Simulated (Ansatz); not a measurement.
# MnF2: the cost of one run

Computed with Ansatz 0.2.0 (DFT PBEsol+U (U_eff = 3 eV on Mn d), plane waves, PAW, unless a step's input says otherwise).

1 further run of the same task is left out (it didn't finish).

**1. The starting structure**

The structure is tetragonal, space group P4_2/mnm (No. 136). Conventional cell: a = 4.873 Å, b = 4.873 Å, c = 3.310 Å, α = 90.00°, β = 90.00°, γ = 90.00°. Around Mn (site symmetry mmm) lie 6 F at 2.10 to 2.13 Å. Around F (site symmetry m2m) lie 3 Mn at 2.10 to 2.13 Å.

As a file:

```xyz
6
Lattice="4.8734 0.0000 0.0000 0.0000 4.8734 0.0000 0.0000 0.0000 3.3099" Properties=species:S:1:pos:R:3 pbc="T T T"
Mn    0.0000    0.0000    0.0000
Mn    2.4367    2.4367    1.6549
F     1.4864    1.4864    0.0000
F     0.9503    3.9231    1.6549
F     3.3870    3.3870    0.0000
F     3.9231    0.9503    1.6549
```

An earlier series on this cell reached its lowest free state from «antiferromagnetic start, free», perhaps among other starts.

**2. Antiferromagnetic directions held**

Contents of input.yaml:

```yaml
crystal:
  lattice:
    - [4.87339966, 0.0, 0.0]
    - [0.0, 4.87339966, 0.0]
    - [0.0, 0.0, 3.30989977]
  atoms:
    - { symbol: Mn, position: [0.0, 0.0, 0.0], spin: 5.0 }
    - { symbol: Mn, position: [0.5, 0.5, 0.5], spin: -5.0 }
    - { symbol: F, position: [0.305, 0.305, 0.0] }
    - { symbol: F, position: [0.195, 0.805, 0.5] }
    - { symbol: F, position: [0.695, 0.695, 0.0] }
    - { symbol: F, position: [0.805, 0.195, 0.5] }
basis:
  ecutwfc: 420
  ecutrho_ratio: 4
kpoints:
  mp_grid: { grid: [4, 4, 6] }
hamiltonian:
  xc: pbesol
  hubbard:
    sites:
      - { site: 0, l: d, u_eff: 3.0, starting_ns: [{ spin: up, occupation_matrix: s0up }, { spin: down, occupation_matrix: s0down }] }
      - { site: 1, l: d, u_eff: 3.0, starting_ns: [{ spin: up, occupation_matrix: s1up }, { spin: down, occupation_matrix: s1down }] }
    occupation_matrices:
      s0up:
        matrix:
          - [0.97, 0.0, 0.0, 0.0, 0.0]
          - [0.0, 0.97, 0.0, 0.0, 0.0]
          - [0.0, 0.0, 0.97, 0.0, 0.0]
          - [0.0, 0.0, 0.0, 0.97, 0.0]
          - [0.0, 0.0, 0.0, 0.0, 0.97]
      s0down:
        matrix:
          - [0.02, 0.0, 0.0, 0.0, 0.0]
          - [0.0, 0.02, 0.0, 0.0, 0.0]
          - [0.0, 0.0, 0.02, 0.0, 0.0]
          - [0.0, 0.0, 0.0, 0.02, 0.0]
          - [0.0, 0.0, 0.0, 0.0, 0.02]
      s1up:
        matrix:
          - [0.02, 0.0, 0.0, 0.0, 0.0]
          - [0.0, 0.02, 0.0, 0.0, 0.0]
          - [0.0, 0.0, 0.02, 0.0, 0.0]
          - [0.0, 0.0, 0.0, 0.02, 0.0]
          - [0.0, 0.0, 0.0, 0.0, 0.02]
      s1down:
        matrix:
          - [0.97, 0.0, 0.0, 0.0, 0.0]
          - [0.0, 0.97, 0.0, 0.0, 0.0]
          - [0.0, 0.0, 0.97, 0.0, 0.0]
          - [0.0, 0.0, 0.0, 0.97, 0.0]
          - [0.0, 0.0, 0.0, 0.0, 0.97]
    ns_hold: { iters: 8 }
scf:
  occupations: { method: gaussian, width: 0.05 }
  lower_state_search: "off"
  max_iter: 150
output:
  forces: true
  stress: true
  eigenvalues: true
  populations: true
  hubbard: { sites: [{ site: 0, l: d }, { site: 1, l: d }] }
magnetization:
  spin_polarized: true
  spin_locking: { lock_directions: true }
```

At this filling each channel is wholly full or empty, so no choice of orbitals remains. The typed matrices put 0.97 on the chosen orbitals and 0.02 on the others, and are held for 8 cycles. The lock stays on to the end, so the result is a constrained state.

The run is started by

```
> ansatz run input.yaml --threads 4 --pin off --max-ram 6144MiB --backend cpu --events-out ev --progress --plain --runs-dir out
```

What time and memory should one allow on 4 threads of Arm Neoverse V2, shared host?

About 4.5 s, with a peak of 0.55 GiB.
